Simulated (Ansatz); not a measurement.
# CH4AlFS (SMILES [CH3][Al]([F])[SH]): levels of theory compared

Aim: a comparison of 5 runs (HF/STO-3G, HF/def2-SVP, HF/def2-SVPD, B3LYP/6-31G*, wB97X/def2-SVPD) of CH4AlFS. 

Program for the calculation: Ansatz 0.2.0.

4 further runs of the same task are left out: 1 that didn't finish, 3 set aside as unsound or not needed.

**1. The molecule**

CH4AlFS: 8 atoms, total charge 0, spin state singlet. SMILES: `[CH3][Al]([F])[SH]`. The coordinates come from a PBE0-D4/def2-TZVP relaxation. This is one conformer, not always the lowest.

Bond lengths: C1–Al2 1.934 Å, Al2–F3 1.650 Å, Al2–S4 2.176 Å, C1–H5 1.092 Å, C1–H6 1.094 Å, C1–H7 1.094 Å, S4–H8 1.344 Å. Angles: C1–Al2–F3 120.1°, C1–Al2–S4 125.7°, F3–Al2–S4 114.2°, Al2–C1–H5 112.6°, Al2–C1–H6 110.4°, Al2–C1–H7 110.5°, Al2–S4–H8 92.4°, H5–C1–H6 108.1°, H5–C1–H7 108.2°, H6–C1–H7 106.9°.

**2. Energy and forces at HF/STO-3G (run 1)**

The input, input.yaml:

```yaml
basis:
  gaussian:
    orbitals: STO-3G
crystal:
  periodic: [false, false, false]
  atoms:
    - {symbol: C, position_ang: [-0.164800, 1.144700, -0.030300]}
    - {symbol: Al, position_ang: [0.702600, -0.583900, -0.058200]}
    - {symbol: F, position_ang: [2.341300, -0.684100, -0.222200]}
    - {symbol: S, position_ang: [-0.295900, -2.510100, 0.113800]}
    - {symbol: H, position_ang: [-1.250400, 1.067300, 0.056300]}
    - {symbol: H, position_ang: [0.201100, 1.741800, 0.810100]}
    - {symbol: H, position_ang: [0.065400, 1.703100, -0.942200]}
    - {symbol: H, position_ang: [-1.507100, -1.935800, 0.216800]}
total_charge: 0
hamiltonian:
  xc: hf
accuracy: high
output: {forces: true, orbitals: {seedname: orbitals}}
```

Run with:

```console
$ ansatz run input.yaml --threads 1 --pin off --max-ram 2610MiB --events-out events.jsonl --progress --plain --runs-dir runs
```

Log:

```text
Warning: RAYON_NUM_THREADS=1 ignored (pool sized by the plan → 1); use --threads N
Functional definition: HF
  name "HF"
  exchange = exact_x
  correlation = 0
628 factors; integrals over basis functions are off by at most 3.4e-8 eV
mean field evaluation 1: about -20951.6245 eV, gradient 2.4e1 eV
mean field evaluation 2: about -20951.6841 eV, gradient 2.4e1 eV
mean field evaluation 4: about -20954.4793 eV, gradient 1.3e0 eV
mean field evaluation 8: about -20954.4891 eV, gradient 2.7e-2 eV
mean field -20954.48912942 eV, -770.0632720434 hartree, gradient 5.9e-8 eV, S^2 0.000000; 0 other end points of the search recorded, 0 dependent functions left out
the calculation of the forces begins
reference -20954.48912942 eV, -770.0632720434 hartree; 24, 24 occupied and 8, 8 virtual orbitals, 628 factors
Total energy: -20954.48912942 eV, -770.0632720434 hartree
Atom 0 at    -0.164800     1.144700    -0.030300 Å, force     0.442964    -0.665187    -0.009651 eV/Å
Atom 1 at     0.702600    -0.583900    -0.058200 Å, force     0.569184    -0.994566    -0.021205 eV/Å
Atom 2 at     2.341300    -0.684100    -0.222200 Å, force    -1.583164     0.215423     0.153761 eV/Å
Atom 3 at    -0.295900    -2.510100     0.113800 Å, force     0.155004     2.179550    -0.095319 eV/Å
Atom 4 at    -1.250400     1.067300     0.056300 Å, force     0.438665     0.138413    -0.040777 eV/Å
Atom 5 at     0.201100     1.741800     0.810100 Å, force    -0.253341    -0.214558    -0.367953 eV/Å
Atom 6 at     0.065400     1.703100    -0.942200 Å, force    -0.195358    -0.196633     0.407823 eV/Å
Atom 7 at    -1.507100    -1.935800     0.216800 Å, force     0.426045    -0.462442    -0.026679 eV/Å
Dipole moment:    -0.171749     0.303065     0.006287 e Å
```

Run time: 1.2 s. Hardware: 1 thread of Intel Xeon Platinum 8259CL at 2.50GHz (Skylake/Cascade Lake), shared host.

**3. Energy and gradient at HF/def2-SVP (run 2)**

Edit input.yaml of step 2 so:

```diff
@@ -1,4 +1,3 @@
 basis:
-  gaussian:
-    orbitals: STO-3G
+  gaussian: {orbitals: def2-SVP}
 crystal:
@@ -14,5 +13,3 @@
     - {symbol: H, position_ang: [-1.507100, -1.935800, 0.216800]}
-total_charge: 0
-hamiltonian:
-  xc: hf
+hamiltonian: {xc: hf}
 accuracy: high
```

Run with:

```console
$ ansatz run input.yaml --threads 1 --pin off --max-ram 2610MiB --events-out events.jsonl --progress --plain --runs-dir runs
```

Log, shortened:

```text
Warning: RAYON_NUM_THREADS=1 ignored (pool sized by the plan → 1); use --threads N
[... 2 set-up lines as earlier in the session ...]
[...]
1807 factors; integrals over basis functions are off by at most 8.2e-9 eV
[...]
mean field -21195.18240815 eV, -778.9085868887 hartree, gradient 2.9e-8 eV, S^2 0.000000; 0 other end points of the search recorded, 0 dependent functions left out
[...]
reference -21195.18240815 eV, -778.9085868887 hartree; 24, 24 occupied and 60, 60 virtual orbitals, 1807 factors
Total energy: -21195.18240815 eV, -778.9085868887 hartree
Atom 0 at    -0.164800     1.144700    -0.030300 Å, force    -0.066259     0.110332     0.003412 eV/Å
Atom 1 at     0.702600    -0.583900    -0.058200 Å, force     0.137264    -0.152054    -0.007896 eV/Å
Atom 2 at     2.341300    -0.684100    -0.222200 Å, force     0.150216     0.024496    -0.016278 eV/Å
Atom 3 at    -0.295900    -2.510100     0.113800 Å, force    -0.264554     0.132493     0.022059 eV/Å
Atom 4 at    -1.250400     1.067300     0.056300 Å, force    -0.022741     0.055344     0.000005 eV/Å
Atom 5 at     0.201100     1.741800     0.810100 Å, force    -0.014452     0.018635     0.004259 eV/Å
Atom 6 at     0.065400     1.703100    -0.942200 Å, force    -0.015862     0.018673    -0.003240 eV/Å
Atom 7 at    -1.507100    -1.935800     0.216800 Å, force     0.096388    -0.207919    -0.002322 eV/Å
Dipole moment:    -0.454993     0.400371     0.032066 e Å
```

It took 5.4 s on 1 thread of Intel Xeon Platinum 8259CL at 2.50GHz (Skylake/Cascade Lake), shared host.

Runs 3 to 4 aren't shown in full; the table further down has their settings and results.

**4. Energy and forces at wB97X/def2-SVPD (run 5)**

The input, run.yaml:

```yaml
basis:
  gaussian: {orbitals: def2-SVPD}
crystal:
  periodic: [false, false, false]
  atoms:
    - {symbol: C, position_ang: [-0.164800, 1.144700, -0.030300]}
    - {symbol: Al, position_ang: [0.702600, -0.583900, -0.058200]}
    - {symbol: F, position_ang: [2.341300, -0.684100, -0.222200]}
    - {symbol: S, position_ang: [-0.295900, -2.510100, 0.113800]}
    - {symbol: H, position_ang: [-1.250400, 1.067300, 0.056300]}
    - {symbol: H, position_ang: [0.201100, 1.741800, 0.810100]}
    - {symbol: H, position_ang: [0.065400, 1.703100, -0.942200]}
    - {symbol: H, position_ang: [-1.507100, -1.935800, 0.216800]}
total_charge: 0
hamiltonian: {xc: {name: wB97X}}
accuracy: high
output: {forces: true, orbitals: {seedname: orbitals}}
```

Run with:

```console
$ ansatz run run.yaml --threads 1 --pin off --max-ram 2610MiB --events-out events.jsonl --progress --plain --runs-dir runs
```

Log:

```text
Warning: RAYON_NUM_THREADS=1 ignored (pool sized by the plan → 1); use --threads N
[... 30 lines left out ...]
Total energy: -21246.09047091 eV, -780.7794236886 hartree
[... 8 lines left out ...]
Dipole moment:    -0.425507     0.377721     0.029881 e Å
```

Run time: 57 s. Hardware: 1 thread of Intel Xeon Platinum 8259CL at 2.50GHz (Skylake/Cascade Lake), shared host; peak memory 0.81 GiB.

**5. The series**

```tsv
run	level	energy (Eh)	dipole moment (D)	HOMO energy (eV)	LUMO energy (eV)	wall time
1	HF/STO-3G	-770.063272	1.67	-6.86	9.11	1.2 s
2	HF/def2-SVP	-778.908587	2.92	-10.54	2.58	5.4 s
3	HF/def2-SVPD	-778.927018	2.78	-10.65	1.10	12 s
4	B3LYP/6-31G* (spherical functions)	-781.101636	2.82	-7.44	-0.47	11 s
5	wB97X/def2-SVPD	-780.779424	2.74	-10.28	1.00	57 s
```

**6. Results**

```
                       quantity          value
            run 5: total energy  -780.77942 Eh
           run 5: dipole moment         2.74 D
             run 5: HOMO energy      -10.28 eV
             run 5: LUMO energy        1.00 eV
           run 5: HOMO–LUMO gap       11.27 eV
run 5: largest force on an atom     0.901 eV/Å
```

**Reading.** The dipole moment (its size) runs from 1.67 D (HF/STO-3G) to 2.92 D (HF/def2-SVP). The HOMO–LUMO gap runs from 6.97 eV (B3LYP/6-31G*) to 15.97 eV (HF/STO-3G). The two ends differ in method and basis. Totals of different functionals can't be ranked against each other. In run 1 the basis is minimal, so the values are rough. All runs together took 86 s, the longest 57 s.
